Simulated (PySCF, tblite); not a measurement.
# C5H10FPSi: geometry, infrared bands and NMR shifts

What infrared bands and NMR shifts should C5H10FPSi (`CC1=C[Si@](F)(P)CC1`) show?

Programs: tblite 0.8.0 and PySCF 2.14.0, with density-fitted response routines of our own. Each step states its level of theory. These are calculated values for one molecule in the gas phase, unless marked as measured. Atoms count from 0, in the outputs and in this text.

## (1) Starting geometry

18 atoms, charge 0, multiplicity 1; geometry from: force field or distance geometry start.

Bonds of the start (Å): C0–C1 1.53, C1–C2 1.32, C2–Si3 1.89, Si3–F4 1.67, Si3–P5 2.18, Si3–C6 1.88, C6–C7 1.47, C7–C1 1.42, C0–H8 1.09, C0–H9 1.11, C0–H10 1.11, C2–H11 1.10, P5–H12 1.46, P5–H13 1.45, C6–H14 1.13, C6–H15 1.09, C7–H16 1.13, C7–H17 1.11.

## (2) Geometry optimisation with GFN2-xTB

Job settings and geometry (Å):

```
{"job": {"kind": "relax", "xc": "GFN2-xTB", "basis": "xTB"}, "charge": 0, "multiplicity": 1}
C      2.304600    -1.141400     0.226800
C      1.013300    -0.354000    -0.034600
C     -0.061800    -0.607300     0.693900
Si    -1.451300     0.530800     0.118600
F     -2.101500     1.401500     1.384100
P     -2.902300    -0.526100    -1.121700
C     -0.250700     1.589000    -0.872400
C      0.888800     0.672100    -1.015000
H      2.316000    -2.052900    -0.378000
H      3.161300    -0.501600    -0.058500
H      2.423000    -1.344100     1.309600
H     -0.185600    -1.350800     1.500000
H     -4.286300    -0.108100    -0.888800
H     -2.797400    -1.968400    -1.014700
H      0.043400     2.421900    -0.171700
H     -0.718700     1.978200    -1.779300
H      0.744000     0.156500    -2.013700
H      1.852300     1.211300    -1.160900
```

On the command line:

```console
> OMP_NUM_THREADS=1 python probes_run.py task.json out
```

This one command runs all jobs of the session in turn.

What it wrote:

```text
step      E/eV     max force
  0    -673.92088    4.502
  1    -674.42753    1.589
  2    -674.57998    1.340
  3    -674.80797    1.194
  4    -674.91229    0.990
  5    -674.97011    0.652
  6    -674.99364    0.415
  7    -675.00985    0.446
  8    -675.02282    0.366
  9    -675.03509    0.246
 10    -675.04204    0.247
 11    -675.04977    0.256
 12    -675.05856    0.220
 13    -675.06709    0.212
 14    -675.07351    0.211
 15    -675.07800    0.141
 16    -675.08103    0.133
 17    -675.08335    0.105
 18    -675.08506    0.104
 19    -675.08639    0.101
 20    -675.08781    0.125
 21    -675.08948    0.123
 22    -675.09109    0.115
 23    -675.09230    0.082
 24    -675.09316    0.068
 25    -675.09391    0.076
 26    -675.09467    0.110
 27    -675.09545    0.117
 28    -675.09622    0.083
 29    -675.09710    0.087
 30    -675.09823    0.089
 31    -675.09965    0.135
 32    -675.10118    0.136
 33    -675.10252    0.105
 34    -675.10366    0.086
 35    -675.10483    0.090
 36    -675.10624    0.119
 37    -675.10775    0.100
 38    -675.10908    0.081
 39    -675.11013    0.072
 40    -675.11103    0.102
 41    -675.11186    0.090
 42    -675.11269    0.076
 43    -675.11360    0.088
 44    -675.11480    0.112
 45    -675.11647    0.162
 46    -675.11866    0.159
 47    -675.12089    0.109
 48    -675.12268    0.123
 49    -675.12426    0.120
 50    -675.12495    0.178
 51    -675.12715    0.161
 52    -675.12866    0.092
 53    -675.13070    0.067
 54    -675.13150    0.089
 55    -675.13245    0.090
 56    -675.13357    0.065
 57    -675.13411    0.048
 58    -675.13453    0.048
 59    -675.13502    0.055
 60    -675.13554    0.047
 61    -675.13618    0.053
 62    -675.13697    0.077
 63    -675.13786    0.089
 64    -675.13862    0.097
 65    -675.13963    0.064
 66    -675.14062    0.070
 67    -675.14165    0.077
 68    -675.14300    0.072
 69    -675.14374    0.082
 70    -675.14413    0.067
 71    -675.14482    0.055
 72    -675.14551    0.057
 73    -675.14627    0.051
 74    -675.14676    0.046
 75    -675.14727    0.052
 76    -675.14762    0.058
 77    -675.14805    0.053
 78    -675.14842    0.035
 79    -675.14863    0.028
 80    -675.14880    0.023
 81    -675.14897    0.028
 82    -675.14915    0.033
 83    -675.14931    0.032
 84    -675.14943    0.025
 85    -675.14951    0.029
 86    -675.14959    0.022
 87    -675.14969    0.021
 88    -675.14980    0.031
 89    -675.14992    0.034
 90    -675.15005    0.033
 91    -675.15017    0.036
 92    -675.15029    0.027
 93    -675.15037    0.029
 94    -675.15047    0.030
 95    -675.15058    0.027
 96    -675.15077    0.030
 97    -675.15092    0.029
 98    -675.15110    0.038
 99    -675.15129    0.032
100    -675.15150    0.037
101    -675.15172    0.041
102    -675.15168    0.060
103    -675.15206    0.044
104    -675.15222    0.036
105    -675.15281    0.052
106    -675.15316    0.052
107    -675.15387    0.048
108    -675.15426    0.081
109    -675.15444    0.068
110    -675.15478    0.042
111    -675.15501    0.032
112    -675.15530    0.027
113    -675.15551    0.036
114    -675.15583    0.073
115    -675.15624    0.079
116    -675.15683    0.071
117    -675.15740    0.048
118    -675.15750    0.105
119    -675.15813    0.056
120    -675.15839    0.043
121    -675.15893    0.045
122    -675.15926    0.055
123    -675.15989    0.060
124    -675.16026    0.062
125    -675.16060    0.046
126    -675.16094    0.052
127    -675.16123    0.082
128    -675.16186    0.058
129    -675.16262    0.057
130    -675.16355    0.063
131    -675.16444    0.107
132    -675.16554    0.099
133    -675.16586    0.112
134    -675.16704    0.085
135    -675.16738    0.040
136    -675.16772    0.034
137    -675.16791    0.029
138    -675.16806    0.030
139    -675.16816    0.018
140    -675.16823    0.015
141    -675.16827    0.012
142    -675.16829    0.012
143    -675.16830    0.006
```

It took 4.1 s on 1 thread of Intel Xeon at 2.50GHz, shared host.

The steps of the relaxation: (not every step is listed)

| step | energy from step 0 (eV) | largest force (eV/Å) |
| --- | --- | --- |
| 0 | 0.0000 | 4.5024 |
| 1 | -0.5067 | 1.5887 |
| 2 | -0.6591 | 1.3396 |
| 3 | -0.8871 | 1.1935 |
| 4 | -0.9914 | 0.9901 |
| 5 | -1.0492 | 0.6516 |
| 6 | -1.0728 | 0.4153 |
| 7 | -1.0890 | 0.4457 |
| 8 | -1.1019 | 0.3657 |
| 21 | -1.1686 | 0.1228 |
| 34 | -1.1828 | 0.0856 |
| 47 | -1.2000 | 0.1087 |
| 60 | -1.2147 | 0.0467 |
| 73 | -1.2254 | 0.0507 |
| 86 | -1.2287 | 0.0220 |
| 99 | -1.2304 | 0.0319 |
| 112 | -1.2344 | 0.0270 |
| 125 | -1.2397 | 0.0456 |
| 138 | -1.2472 | 0.0300 |
| 139 | -1.2473 | 0.0185 |
| 140 | -1.2473 | 0.0151 |
| 141 | -1.2474 | 0.0121 |
| 142 | -1.2474 | 0.0115 |
| 143 | -1.2474 | 0.0065 |

Distances of close pairs at the start and the end, largest changes first:

| bond | before (Å) | after (Å) | change (Å) |
| --- | --- | --- | --- |
| C1–C7 | 1.425 | 1.505 | +0.081 |
| P5–H12 | 1.464 | 1.385 | -0.080 |
| P5–H13 | 1.450 | 1.386 | -0.064 |
| C6–C7 | 1.470 | 1.534 | +0.064 |
| Si3–P5 | 2.182 | 2.244 | +0.062 |
| C0–C1 | 1.535 | 1.493 | -0.042 |
| C7–H16 | 1.133 | 1.094 | -0.039 |
| C6–H14 | 1.127 | 1.089 | -0.039 |

The next job starts from the end point, and lists it.

## (3) Vibrational analysis with GFN2-xTB

Job settings and geometry (Å):

```
{"job": {"kind": "ir", "xc": "GFN2-xTB", "basis": "xTB"}, "charge": 0, "multiplicity": 1}
C      2.238982    -1.125204     0.291236
C      0.969436    -0.382015     0.037804
C     -0.167040    -0.558240     0.712648
Si    -1.518217     0.572065     0.073156
F     -2.084303     1.560157     1.238476
P     -3.360867    -0.205226    -0.945228
C     -0.280829     1.503165    -1.036181
C      0.975285     0.624274    -1.081587
H      2.600513    -1.581303    -0.630041
H      3.009215    -0.438319     0.642014
H      2.097003    -1.901077     1.038972
H     -0.247618    -1.286066     1.503600
H     -3.738444    -0.996586     0.126375
H     -2.705729    -1.254554    -1.569391
H     -0.045404     2.462592    -0.578902
H     -0.645589     1.712205    -2.038919
H      1.009841     0.072770    -2.026139
H      1.885007     1.227679    -1.034310
```

What it wrote:

```text
mode    cm-1     km/mol
  1      54.1      0.03
  2      73.2      8.41
  3      79.8      1.83
  4     115.2      0.64
  5     126.3      1.73
  6     153.2      8.94
  7     177.8     17.84
  8     243.9     27.62
  9     330.5      8.10
 10     347.0      3.26
 11     425.0      0.27
 12     508.0     64.11
 13     532.0     16.46
 14     678.7      8.72
 15     705.8     18.19
 16     717.1     40.52
 17     726.4    143.81
 18     779.4     12.91
 19     795.5    144.91
 20     842.0    116.93
 21     882.3      9.93
 22     919.2     19.77
 23    1010.1      5.64
 24    1015.0      1.42
 25    1064.6      1.02
 26    1124.8      8.07
 27    1131.3     10.65
 28    1137.5     13.08
 29    1189.9     12.73
 30    1244.2      4.89
 31    1258.6      8.93
 32    1331.3      4.71
 33    1397.7      6.94
 34    1463.8      2.94
 35    1474.2      7.36
 36    1476.3      9.67
 37    1486.1      9.25
 38    1664.2    121.30
 39    2292.4    126.71
 40    2373.7    138.95
 41    2935.2     22.50
 42    2966.4     42.95
 43    2998.4     15.66
 44    3004.3     49.30
 45    3013.0     34.29
 46    3020.7     20.89
 47    3046.5     23.68
 48    3089.5     29.55
```

Wall time 2.4 s (1 thread of Intel Xeon at 2.50GHz, shared host).

Which atoms move in the most intense modes:

| cm⁻¹ | km/mol | atoms |
| --- | --- | --- |
| 508 | 64.1 | Si3 40 %, P5 18 %, C6 13 % |
| 726 | 143.8 | Si3 30 %, C6 27 %, F4 15 % |
| 796 | 144.9 | Si3 35 %, C6 20 %, F4 18 % |
| 842 | 116.9 | C2 41 %, Si3 28 %, H11 18 % |
| 1664 | 121.3 | C1 58 %, C2 36 % |
| 2292 | 126.7 | H13 54 %, H12 43 % |
| 2374 | 138.9 | H12 54 %, H13 43 % |
| 3004 | 49.3 | H14 73 %, H15 16 % |

## (4) Nuclear shieldings: PBE0/pcSseg-1

The job, as its differences from that of step 3:

```diff
@@ -1,2 +1,2 @@
-{"job": {"kind": "ir", "xc": "GFN2-xTB", "basis": "xTB"}, "charge": 0, "multiplicity": 1}
+{"job": {"kind": "nmr", "xc": "PBE0", "basis": "pcSseg-1"}, "charge": 0, "multiplicity": 1}
 C      2.238982    -1.125204     0.291236
```

Method: GIAO PBE0/pcSseg-1 NMR shielding, non-relativistic, gas phase.

What it wrote:

```text
coarse grid: 15968 points
cycle   1  E = -926.5215422844  dE =  8.556e-01  |g| = 6.639e-01  |ddm| = 3.887e+00
cycle   2  E = -926.4644604270  dE =  5.708e-02  |g| = 9.119e-01  |ddm| = 1.325e+00
cycle   3  E = -926.6115706115  dE = -1.471e-01  |g| = 9.175e-02  |ddm| = 7.952e-01
cycle   4  E = -926.6130923513  dE = -1.522e-03  |g| = 3.109e-02  |ddm| = 1.044e-01
cycle   5  E = -926.6132857362  dE = -1.934e-04  |g| = 7.754e-03  |ddm| = 3.781e-02
cycle   6  E = -926.6133020155  dE = -1.628e-05  |g| = 2.378e-03  |ddm| = 1.315e-02
cycle   7  E = -926.6133031398  dE = -1.124e-06  |g| = 6.818e-04  |ddm| = 2.506e-03
final grid: 145216 points
cycle   8  E = -926.6664586746  dE = -3.969e-05  |g| = 7.651e-03  |ddm| = 3.495e-02
cycle   9  E = -926.6664512364  dE =  7.438e-06  |g| = 9.225e-03  |ddm| = 1.772e-02
cycle  10  E = -926.6664744737  dE = -2.324e-05  |g| = 7.283e-04  |ddm| = 1.057e-02
cycle  11  E = -926.6664745698  dE = -9.613e-08  |g| = 2.606e-04  |ddm| = 8.893e-04
cycle  12  E = -926.6664745810  dE = -1.126e-08  |g| = 6.570e-05  |ddm| = 2.139e-04
cycle  13  E = -926.6664745817  dE = -6.867e-10  |g| = 2.376e-05  |ddm| = 7.816e-05
converged SCF energy = -926.6664745817

GIAO shielding tensors (ppm)
atom      isotropic    diamagn.    paramagn.     s11        s22        s33       span
  0 C      160.856     246.041     -85.186    146.163    148.746    187.657     41.494
  1 C       11.932     263.690    -251.758   -111.612      0.121    147.287    258.899
  2 C       54.788     261.242    -206.454    -40.361     55.948    148.776    189.137
  3 Si     288.232     878.613    -590.381    252.252    300.868    311.577     59.326
  4 F      338.228     468.117    -129.889    310.900    347.598    356.187     45.287
  5 P      610.998     967.254    -356.257    543.755    620.054    669.184    125.429
  6 C      168.963     255.605     -86.642    151.633    172.980    182.275     30.641
  7 C      149.051     249.947    -100.897    129.729    144.731    172.693     42.965
  8 H       29.878      28.884       0.993     25.923     28.439     35.271      9.348
  9 H       29.707      28.805       0.901     26.019     27.833     35.267      9.248
 10 H       29.502      29.915      -0.414     24.950     28.709     34.845      9.894
 11 H       25.777      34.564      -8.787     24.228     25.012     28.091      3.863
 12 H       30.182      30.310      -0.129     25.292     27.009     38.245     12.953
 13 H       30.851      31.845      -0.994     25.680     28.585     38.287     12.608
 14 H       30.538      31.438      -0.900     25.364     28.775     37.475     12.111
 15 H       30.701      31.054      -0.352     26.172     29.225     36.707     10.534
 16 H       29.618      32.119      -2.501     25.084     28.991     34.777      9.693
 17 H       29.299      31.941      -2.642     23.630     29.282     34.984     11.353
```

Run time: 2.5 min. Hardware: 1 thread of Intel Xeon at 2.50GHz, shared host; peak memory 0.9 GiB.

Shifts follow as δ = σ(reference) − σ, with reference shieldings (ppm) from runs at the same level and on the same kind of geometry: 1H TMS 31.72, 13C TMS 186.9, 29Si TMS 349.2, 19F CFCl3 170.9, 31P H3PO4 318.4. The references are single molecules in the gas phase, so shifts against H2O, NH3, PH3, H3PO4 or CFCl3 are not on the usual liquid scales and can be off by tens of ppm. Atoms listed in one row are averaged.

| atoms | environment | σ (ppm) | δ (ppm) | δ scaled to CDCl3 |
| --- | --- | --- | --- | --- |
| C1 | fully substituted alkene carbon | 11.9 | 175.0 | 168.9 |
| C2 | alkene CH | 54.8 | 132.1 | 127.1 |
| C7 | allylic sp3 CH2 | 149.1 | 37.9 | 35.1 |
| C0 | allylic methyl carbon | 160.9 | 26.1 | 23.5 |
| C6 | sp3 CH2 bonded to Si | 169.0 | 18.0 | 15.6 |
| H11 | hydrogen on an alkene CH | 25.78 | 5.94 | 5.71 |
| H17 | hydrogen on an allylic sp3 CH2 | 29.30 | 2.42 | 2.39 |
| H16 | hydrogen on an allylic sp3 CH2 | 29.62 | 2.10 | 2.08 |
| H8, H9, H10 | hydrogen on an allylic methyl carbon | 29.70 | 2.02 | 2.01 |
| H12, H13 | hydrogen on a phosphorus bonded to Si | 30.52 | 1.20 | – |
| H14 | hydrogen on an sp3 CH2 bonded to Si | 30.54 | 1.18 | 1.22 |
| H15 | hydrogen on an sp3 CH2 bonded to Si | 30.70 | 1.02 | 1.06 |
| Si3 | silicon bonded to 2 C, F, P, in a 5-membered ring | 288.2 | 60.9 | – |
| F4 | fluorine bonded to Si | 338.2 | -167.3 | – |
| P5 | phosphorus bonded to Si, 2 H | 611.0 | -292.6 | – |

The scaled column applies a straight-line fit of computed shieldings to shifts measured in CDCl3, and one for carbons that bear F (root-mean-square error 0.16 ppm for H, 1.9 ppm for C).

The run also stored atomic charges by several schemes (e):

| atoms | Mulliken | IAO | Hirshfeld | ESP fit |
| --- | --- | --- | --- | --- |
| C0 | -0.14 | -0.43 | -0.11 | -0.63 |
| C1 | -0.38 | 0.07 | 0.03 | 0.44 |
| C2 | -0.33 | -0.50 | -0.17 | -0.78 |
| Si3 | 1.06 | 1.14 | 0.39 | 0.77 |
| F4 | -0.42 | -0.53 | -0.22 | -0.30 |
| P5 | -0.23 | -0.12 | -0.02 | -0.39 |
| C6 | -0.56 | -0.57 | -0.17 | -0.46 |
| C7 | -0.14 | -0.26 | -0.07 | 0.02 |

Mayer bond orders: C0–C1 1.06, C1–C2 1.86, C2–Si3 0.88, Si3–F4 0.94, Si3–P5 1.00, Si3–C6 0.88, C6–C7 1.03, C7–C1 1.01.

Ring of atoms C1, C2, Si3, C6, C7: NICS(0) -2.5, NICS(1) -3.7, NICS(1)zz -2.7 ppm (means of both faces).

The fields below are evaluated on a grid from the run's orbitals.

Frontier orbitals at PBE0/pcSseg-1, with the share of their density that lies nearest to each atom:

| orbital | energy (eV) | lies on |
| --- | --- | --- |
| HOMO | -7.24 | P5 34 %; C2 21 %; C1 16 % |
| LUMO | -0.34 | C1 32 %; C2 20 %; Si3 12 % |

ELF in a plane through or near 7 of the atoms.

Ten even steps from '0' (0.00) to '9' (1.00):
```
0000000000000000000000000000
0000000000000000000000000000
0000000000000000000000000000
0000000000000001210000000000
0000000048720026884000000000
0000000199972258985000000000
0000000199996843762000110000
0000000049951972762004663000
0000001001575547964458998400
0000035522588303313888998610
0000147748763635215972688610
0000025375838868647852676310
0000002776336666423379962100
0000005999203653100399982000
0000007999102652000299992000
0000004997001430000169950000
0000000010000000000000000000
0000000000000000000000000000
0000000000000000000000000000
0000000000000000000000000000
```
The map spans 12.1 Å across and 9.6 Å up, centred on the molecule. Atoms in the plane (x, y in Å): C0 (-2.4, -0.8), C1 (-1.0, -0.3), C6 (0.6, 1.6), C7 (-0.8, 1.1), H10 (-2.5, -1.9), H12 (3.5, -1.8), H17 (-1.6, 1.8).

On the surface of density 0.002 e/bohr³ the electrostatic potential runs, from the 1st to the 99th percentile, from -1.24 V near F4 to 0.93 V near H13.

## (5) What came out

| quantity | value |
| --- | --- |
| strongest single infrared mode (GFN2-xTB) | 796 cm⁻¹, 145 km/mol |
| zero-point energy (GFN2-xTB) | 84.9 kcal/mol |
| 13C shifts against TMS (PBE0/pcSseg-1) | 175.0, 132.1, 37.9, 26.1, 18.0 ppm |
| 1H shifts against TMS (PBE0/pcSseg-1, means over atoms taken as alike) | 5.94, 2.42, 2.10, 2.02, 1.20, 1.18, 1.02 ppm |
| 29Si shifts against TMS (PBE0/pcSseg-1) | 60.9 ppm |
| 19F shifts against CFCl3 (PBE0/pcSseg-1) | -167.3 ppm |
| 31P shifts against H3PO4 (PBE0/pcSseg-1) | -292.6 ppm |
| surface potential, 1st and 99th percentile | -1.24 V and 0.93 V |

Relaxing lowered the energy by 1.247 eV in 143 steps; the close pair that moved most is C1–C7, from 1.425 to 1.505 Å. All 48 modes are real, so the xTB geometry is a minimum. The strongest single mode, at 796 cm⁻¹, has its largest shares on Si3, C6 and F4 (the list is cut at 3 atoms). GFN2-xTB is a fitted tight-binding method: band positions and strengths are rough. Its intensities can rank the bands wrongly. The most deshielded hydrogen is H11 (hydrogen on an alkene CH), at 5.94 ppm: a vinylic proton, deshielded by the sp2 carbon and the C=C anisotropy. At PBE0/pcSseg-1: The widest tensor belongs to C1: span 259 ppm, with a paramagnetic part of -252 ppm. At PBE0/pcSseg-1, counted by nearest atom on the grid, the HOMO lies on P5 34 %; C2 21 %, the LUMO on C1 32 %; C2 20 %.
